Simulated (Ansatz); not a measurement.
# CH4Cl2FMoNO: the cost of one run

The runs use Ansatz 0.2.0, Gaussian basis; the settings change from run to run.

**1. The relaxed structure**

The geometry comes from an earlier relaxation with PBE0-D4 in a triple-zeta def2 set; it is a stationary point, not always the lowest conformer. Mo takes a core potential in def2 sets; no spin-orbit term is included.

SMILES `C[N]=[Mo]([OH])([F])([Cl])[Cl]`, 11 atoms, charge 0, spin multiplicity 1.

Atoms are counted from 1 here; the program's logs count them from 0.

Bond lengths: C1–N2 1.405 Å, C1–H8 1.095 Å, C1–H9 1.098 Å, C1–H10 1.095 Å, N2–Mo3 1.714 Å, Mo3–O4 1.842 Å, Mo3–F5 1.842 Å, Mo3–Cl6 2.358 Å, Mo3–Cl7 2.300 Å, O4–H11 0.963 Å. Angles: N2–C1–H8 110.4°, N2–C1–H9 108.5°, N2–C1–H10 110.6°, H8–C1–H9 109.2°, H8–C1–H10 109.1°, H9–C1–H10 109.1°, C1–N2–Mo3 161.9°, N2–Mo3–O4 99.8°, N2–Mo3–F5 95.0°, N2–Mo3–Cl6 167.4°, N2–Mo3–Cl7 85.6°, O4–Mo3–F5 116.2°, O4–Mo3–Cl6 91.1°, O4–Mo3–Cl7 115.0°, F5–Mo3–Cl6 85.7°, F5–Mo3–Cl7 127.8°, Cl6–Mo3–Cl7 84.1°, Mo3–O4–H11 118.1°.

**2. B3LYP5/def2-SVP**

Options: unrestricted orbitals, high accuracy.

File in.yaml:

```yaml
crystal:
  periodic: [false, false, false]
  atoms:
    - {symbol: C, position_ang: [0.945720, -1.619425, -0.443335]}
    - {symbol: N, position_ang: [0.092209, -0.515897, -0.276121]}
    - {symbol: Mo, position_ang: [-0.477541, 1.075080, 0.012934]}
    - {symbol: O, position_ang: [-1.840720, 0.709121, 1.196823]}
    - {symbol: F, position_ang: [-0.976283, 1.386263, -1.732683]}
    - {symbol: Cl, position_ang: [-0.770015, 3.393857, 0.323012]}
    - {symbol: Cl, position_ang: [1.575979, 1.446896, 0.979161]}
    - {symbol: H, position_ang: [1.086567, -1.836188, -1.507046]}
    - {symbol: H, position_ang: [1.917634, -1.379344, 0.007657]}
    - {symbol: H, position_ang: [0.531695, -2.504686, 0.050095]}
    - {symbol: H, position_ang: [-2.020047, -0.212577, 1.410203]}
basis:
  gaussian: {orbitals: def2-SVP}
magnetization: {spin_polarized: true, initial_magnetization: 0}
hamiltonian: {xc: {name: B3LYP5}}
accuracy: high
output: {forces: true}
```

Run with:

```sh
> ansatz run in.yaml --threads 2 --pin off --events-out ev --progress --plain --max-ram 31744MiB --backend cpu
```

What time and memory should one allow on 2 threads of AMD EPYC 7R13, shared host?

About 25 s, with a peak of 1.3 GiB.
